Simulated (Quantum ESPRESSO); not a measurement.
# PtSe in Quantum ESPRESSO: the effect of functional

PtSe:

```xyz
4
Lattice="4.2914 0.0000 0.0000 -2.1457 3.7165 0.0000 0.0000 0.0000 7.0283" Properties=species:S:1:pos:R:3 pbc="T T T"
Pt    2.1457    1.2388    0.0000
Pt    0.0000    2.4776    3.5142
Se    2.1457    1.2388    4.3941
Se    0.0000    2.4776    0.8799
```

The cell comes from a database or a generator and needn't be the stable form of this composition.

Alike in all runs:

```yaml
Program: Quantum ESPRESSO 7.5
Task: phonons
Cutoff: 612 eV
Density_cutoff: 4898 eV
k_mesh: 4 × 4 × 2, shifted
Occupations: fermi-dirac, width 0.05 eV
Spin: no spin polarisation
```

Each run relaxes the cell or the atoms first.

| functional | potentials or basis | relaxed volume (Å³/atom) | highest phonon frequency (cm⁻¹) |
| --- | --- | --- | --- |
| LDA | GBRV 1.5 LDA | 21.69 | 219 |
| PBE | GBRV 1.5 PBE | 23.17 | 200 |
| PBEsol | GBRV 1.5 PBEsol | 22.15 | 213 |
| PW91 | GBRV 1.5 PBE | 23.19 | 200 |
| revPBE | GBRV 1.5 PBE | 23.58 | 195 |
| vdW-DF-cx | GBRV 1.5 PBE | ? | ? |

Problem. What does the run with functional vdW-DF-cx give?

Solution. Relaxed volume 22.37 Å³/atom; highest phonon frequency 209 cm⁻¹.

Caveats: all runs use coarse meshes; the mesh is thin for the phonons of a metal; the volume moved by over 15 % at a fixed basis, so the end points are rough; some modes are imaginary (some runs); the potentials were made for another functional, which shifts forces and pressure (some runs).
